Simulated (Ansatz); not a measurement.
# SnSe₂, space group P-3m1: a band structure

With the Ansatz DFT code, driven from Python.

Contents of `snse2.xyz`:
```text
3
Lattice="3.811 0.0 0.0 -1.9055 3.30042281 0.0 0.0 0.0 6.136" Properties=species:S:1:pos:R:3 pbc="T T T"
Sn    0.00000000    0.00000000    0.00000000
Se   -0.00000000    2.20028188    1.52786400
Se    1.90550000    1.10014094    4.60813600
```

The cells in order, each with its output:

```python
import warnings

import ansatz as az
import numpy as np
from pymatgen.analysis.ewald import EwaldSummation
from pymatgen.core import Structure
```

```python
system = az.Crystal.from_extxyz("snse2.xyz")
```

```python
[site.symbol for site in system.resolved().sites]
```

    ['Sn', 'Se', 'Se']

```python
path = [
    ("G", (0.0, 0.0, 0.0)),
    ("M", (0.5, 0.0, 0.0)),
    ("K", (0.33333, 0.33333, 0.0)),
    ("G", (0.0, 0.0, 0.0)),
    ("A", (0.0, 0.0, 0.5)),
    ("L", (0.5, 0.0, 0.5)),
]
setup = (
    system.calculation()
    .basis(19 * az.Ha)
    .kpoints(6, 6, 4)
    .occupations(az.OccupationsMethod.FERMI_DIRAC, width=0.05)
    .band_structure([point for _, point in path], intervals=8)
    .scf(extra_bands=8)
    .bader_charges()
)
with warnings.catch_warnings(record=True) as caught:
    warnings.simplefilter("always")
    done = setup.run()
print("warnings raised:", sorted(w.category.__name__ for w in caught) or "none")
summary = done.report

summary["kweights"]
```

    warnings raised: none
    [0.006944444444444444, 0.013888888888888888, 0.006944444444444444, 0.041666666666666664,
     0.041666666666666664, 0.041666666666666664, 0.041666666666666664, 0.041666666666666664,
     0.041666666666666664, 0.041666666666666664, 0.041666666666666664, 0.020833333333333332,
     0.041666666666666664, 0.020833333333333332, 0.041666666666666664, 0.08333333333333333,
     0.041666666666666664, 0.08333333333333333, 0.08333333333333333, 0.08333333333333333,
     0.08333333333333333, 0.013888888888888888, 0.027777777777777776, 0.013888888888888888]

```python
summary["converged"], summary["free_energy_ev"]
```

    (True, -16963.26679678022)

```python
summary["free_energy_ev"]
```

    -16963.26679678022

```python
print("%-22s %14.5f eV" % ("F = E - TS", summary["free_energy_ev"]))
print("%-22s %14.5f eV" % ("E", summary["internal_energy_ev"]))
print("%-22s %14.5f eV" % ("Harris-Foulkes", summary["harris_foulkes_ev"]))
print("%-22s %14.5f eV" % ("Fermi level", summary["fermi_energy_ev"]))
```

    F = E - TS               -16963.26680 eV
    E                        -16963.26677 eV
    Harris-Foulkes           -16963.26680 eV
    Fermi level                   8.51639 eV

```python
final = Structure(done.lattice.cell_ang, [s.symbol for s in done.lattice.sites], [s.position_frac for s in done.lattice.sites])
charges = [a.partial_charge_e for a in done.bader_charges().atoms]
shift = sum(charges) / len(charges)
ionic = final.copy()
ionic.add_oxidation_state_by_site([q - shift for q in charges])
print("Bader charges", [round(q, 3) for q in charges])
print(f"point-charge energy {EwaldSummation(ionic).total_energy / len(ionic):.3f} eV/atom")
```

    Bader charges [1.288, -0.644, -0.644]
    point-charge energy -3.268 eV/atom

```python
terms = summary["components"]
{name: round(terms[name], 3) for name in ("e_kinetic", "e_hartree", "e_xc", "e_local", "e_nonlocal", "e_ewald", "e_paw") if name in terms}
```

    {'e_kinetic': 426.817,
     'e_hartree': 3128.337,
     'e_xc': -590.545,
     'e_local': -6101.312,
     'e_nonlocal': -1222.426,
     'e_ewald': -4640.195,
     'e_paw': -7963.943}

```python
bands = done.band_structure()
fermi = bands.fermi_energy_ev
print(f"zero of the bands: {fermi:.3f} eV, the Fermi level found on the SCF mesh")
for spin, channel in enumerate(bands.channels):
    print("channel", spin, "- computed levels within 8 eV of the Fermi level")
    for i, (label, _) in enumerate(path):
        levels = channel.eigenvalues_ev[i * 8] - fermi
        print(f"  {label:3s}", " ".join(f"{e:7.3f}" for e in levels if abs(e) < 8))
```

    zero of the bands: 8.516 eV, the Fermi level found on the SCF mesh
    channel 0 - computed levels within 8 eV of the Fermi level
      G    -6.465  -1.100  -1.100  -0.793  -0.793  -0.409   0.694   2.549   4.243   4.243   7.738
      M    -7.616  -4.880  -3.308  -3.081  -1.599  -0.707   0.756   3.400   5.053   5.090   6.875
      K    -7.888  -4.107  -4.107  -3.748  -1.926  -1.926   1.030   6.261   6.261   6.828   7.015
      G    -6.465  -1.100  -1.100  -0.793  -0.793  -0.409   0.694   2.549   4.243   4.243   7.738
      A    -5.543  -2.445  -1.190  -1.190  -0.640  -0.640   2.050   2.521   3.973   3.973   7.773   7.997   7.997
      L    -7.749  -5.325  -2.915  -2.395  -1.239  -1.097   0.470   3.865   4.452   5.442   5.955

Absolute energies stand on the zero of these potentials, so only differences at equal settings mean something. The energy terms are those on the plane-wave grid, with the one-centre PAW part apart; the terms shown are only some of the summands, so they needn't add up to F. An absolute Fermi energy rests on an arbitrary zero of the periodic potential and has no direct meaning. In a crystal with a gap the Fermi level's place inside it depends on smearing and mesh. No functional is typed, so the default, PBE, holds. The structure is a deposited one; some such entries were measured under pressure or heat, so a shift against it needn't be the functional's error alone. Levels are Kohn-Sham eigenvalues on this mesh, without spin-orbit coupling. Hardware and time: 24 s on 1 thread of Arm Neoverse V2, with other jobs on the host, peak memory 0.47 GiB.
